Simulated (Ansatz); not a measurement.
# C₂H₆ClFHfOSe: how energies converge with the basis set

How large a basis does C₂H₆ClFHfOSe need? Two functionals are run in growing sets.

Computed with Ansatz 0.2.0, Gaussian basis. Level: one geometry, several basis sets.

Levels to be run: PBE0-D4/def2-SVP; ωB97M-V/def2-SVP; PBE0-D4/def2-QZVPP; ωB97M-V/def2-QZVPP; the functionals' def2-TZVPP values are taken from earlier runs.

### Step 1. Structure used throughout

An earlier PBE0-D4/def2-TZVP relaxation fixed the geometry. Hf takes the def2 core potential; no spin-orbit term is included.

SMILES `C[O][Hf]([F])([Cl])[Se]C`, 13 atoms, charge 0, spin multiplicity 1.

Atoms are counted from 1 here; the program's logs count them from 0.

Bond lengths: C1–O2 1.393 Å, C1–H8 1.094 Å, C1–H9 1.093 Å, C1–H10 1.094 Å, O2–Hf3 1.885 Å, Hf3–F4 1.905 Å, Hf3–Cl5 2.352 Å, Hf3–Se6 2.568 Å, Se6–C7 1.975 Å, C7–H11 1.089 Å, C7–H12 1.088 Å, C7–H13 1.088 Å. Angles: O2–C1–H8 110.2°, O2–C1–H9 110.1°, O2–C1–H10 110.1°, H8–C1–H9 108.8°, H8–C1–H10 108.9°, H9–C1–H10 108.7°, C1–O2–Hf3 176.6°, O2–Hf3–F4 107.1°, O2–Hf3–Cl5 111.7°, O2–Hf3–Se6 107.9°, F4–Hf3–Cl5 113.6°, F4–Hf3–Se6 107.3°, Cl5–Hf3–Se6 109.0°, Hf3–Se6–C7 94.0°, Se6–C7–H11 111.2°, Se6–C7–H12 106.2°, Se6–C7–H13 110.0°, H11–C7–H12 109.0° and more.

### Step 2. PBE0-D4 in def2-SVP

Contents of in.yaml:

```yaml
crystal:
  periodic: [false, false, false]
  atoms:
    - {symbol: C, position_ang: [1.586907, -0.362164, 1.807025]}
    - {symbol: O, position_ang: [1.239248, 0.182329, 0.572598]}
    - {symbol: Hf, position_ang: [0.679211, 0.965624, -1.048377]}
    - {symbol: F, position_ang: [0.981737, -0.316743, -2.424226]}
    - {symbol: Cl, position_ang: [1.746079, 3.026137, -1.430801]}
    - {symbol: Se, position_ang: [-1.855564, 1.350010, -0.905778]}
    - {symbol: C, position_ang: [-2.280112, -0.573183, -0.764706]}
    - {symbol: H, position_ang: [1.811416, -1.427048, 1.699825]}
    - {symbol: H, position_ang: [2.469354, 0.145082, 2.206384]}
    - {symbol: H, position_ang: [0.762944, -0.243216, 2.516335]}
    - {symbol: H, position_ang: [-1.738886, -1.150767, -1.512098]}
    - {symbol: H, position_ang: [-3.347965, -0.663709, -0.952944]}
    - {symbol: H, position_ang: [-2.054368, -0.932362, 0.236754]}
basis:
  gaussian: {orbitals: def2-SVP}
hamiltonian: {xc: pbe0, dispersion: d4}
output: {orbitals: {seedname: orbitals}}
```

Command:

```
$ ansatz run in.yaml --threads 2 --pin off --events-out ev --progress --plain --max-ram 22528MiB --backend cpu
```

The runs that follow: ωB97M-V in def2-SVP; PBE0-D4 in def2-QZVPP; ωB97M-V in def2-QZVPP.

**Question.** What will the summary of the whole plan be? Wanted: PBE0-D4: double and triple zeta above quadruple; ωB97M-V: double and triple zeta above quadruple.

The runs gave:

| quantity | value |
| --- | --- |
| PBE0-D4: double and triple zeta above quadruple | 23.01, 2.14 eV |
| ωB97M-V: double and triple zeta above quadruple | 23.15, 2.06 eV |

For PBE0-D4 the step from double to triple zeta gains 20.88 eV and the next only 2.14 eV. These are total energies; as a rule much of such shifts cancels in differences, which this series doesn't test.
